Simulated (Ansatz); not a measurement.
# Mo: the cost of one run

Method: DFT LDA, scalar-relativistic, plane waves, PAW, in Ansatz 0.2.0.

The COD entry's cell or inner coordinates are ideal or old and differ from later refinements, so a difference from it is no clean test against experiment.

23 further runs of the same task are left out: 23 set aside as unsound or not needed.

## (1) The structure to begin with

The structure is cubic, space group Im-3m (No. 229). The conventional cell has a = 3.111 Å, b = 3.111 Å, c = 3.111 Å, α = 90.00°, β = 90.00°, γ = 90.00°. Mo (site symmetry m-3m) has 8 Mo at 2.69 Å as nearest neighbours.

As a file:

```xyz
1
Lattice="-1.5557 1.5557 1.5557 1.5557 -1.5557 1.5557 1.5557 1.5557 -1.5557" Properties=species:S:1:pos:R:3 pbc="T T T"
Mo    0.0000    0.0000    0.0000
```

It is the result of an earlier relaxation at this level (volume 15.06 Å³/atom; gap on the mesh: none (metal)).

## (2) Plan of the line

The energy is mapped over volume and the cell's shape.

- volume per atom: 7 values from 12.65 to 17.47 Å³
- length along [111] over the lengths across it, relative to the cubic cell: 9 values from 0.452 to 2.211

Nothing else is relaxed (symmetry fixes all fractional coordinates). Energies count from the relaxed crystal. Points are written as (first, second).

## (3) The run at (12.65 Å³, 1.000)

input.yaml reads:

```yaml
crystal:
  lattice:
    - [-1.4678336672, 1.4678336672, 1.4678336672]
    - [1.4678336672, -1.4678336672, 1.4678336672]
    - [1.4678336672, 1.4678336672, -1.4678336672]
  atoms:
    - { symbol: Mo, position: [0.0, 0.0, 0.0] }
basis:
  ecutwfc: 420
kpoints:
  mp_grid: { grid: [22, 22, 22] }
hamiltonian:
  xc: lda
  pseudopotentials: { kind: paw, azcp: { folder: soft_1 } }
scf:
  occupations: { method: gaussian, width: 0.15 }
output:
  forces: true
  stress: true
  eigenvalues: true
```

Started as:

```
ansatz run input.yaml --threads 1 --pin off --max-ram 2048MiB --backend cpu --events-out ev --progress --plain --runs-dir out
```

What time and memory should one allow on 1 thread of Arm Neoverse N1, shared host?

About 5.1 s, with a peak of 0.3 GiB.
